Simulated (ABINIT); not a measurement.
The system is NaI.

```xyz
2
Lattice="0.0000 3.2364 3.2364 3.2364 0.0000 3.2364 3.2364 3.2364 0.0000" Properties=species:S:1:pos:R:3 pbc="T T T"
I     3.2364    3.2364    3.2364
Na    0.0000    0.0000    0.0000
```

```yaml
Program: ABINIT 10.8.3 (patched build)
Task: relaxation of cell and atoms
Functional: LDA
Potentials_or_basis: PseudoDojo NC SR LDA v0.4.1 standard
Cutoff: 1197 eV
k_mesh: 5 × 5 × 5
Occupations: fermi-dirac, width 0.05 eV
Spin: no spin polarisation
```

At the start: pressure -1.6 GPa; volume 33.90 Å³/atom.

Problem. How do energy, volume and symmetry change on relaxing?

Solution. Over 5 steps the energy falls by 17.4 meV/atom and the volume is 30.74 Å³/atom (-9.3 %); space group Fm-3m (No. 225, to 0.05 Å).

The path:
```
step  energy change (eV)  largest force (eV/Å)  pressure (GPa)  volume (Å³)
   1              0.0000                0.0000           -1.60        67.80
   2             -0.0033                0.0000           -1.54        67.47
   3             -0.0337                0.0000            0.36        60.45
   4             -0.0348                0.0000           -0.05        61.63
   5             -0.0349                0.0000            0.00        61.47
```

Final structure:
```
I Na
1.0
     0.00000    3.13241    3.13241
     3.13241    0.00000    3.13241
     3.13241    3.13241    0.00000
I Na
1 1
Direct
  0.50000 0.50000 0.50000
  0.00000 0.00000 0.00000
```
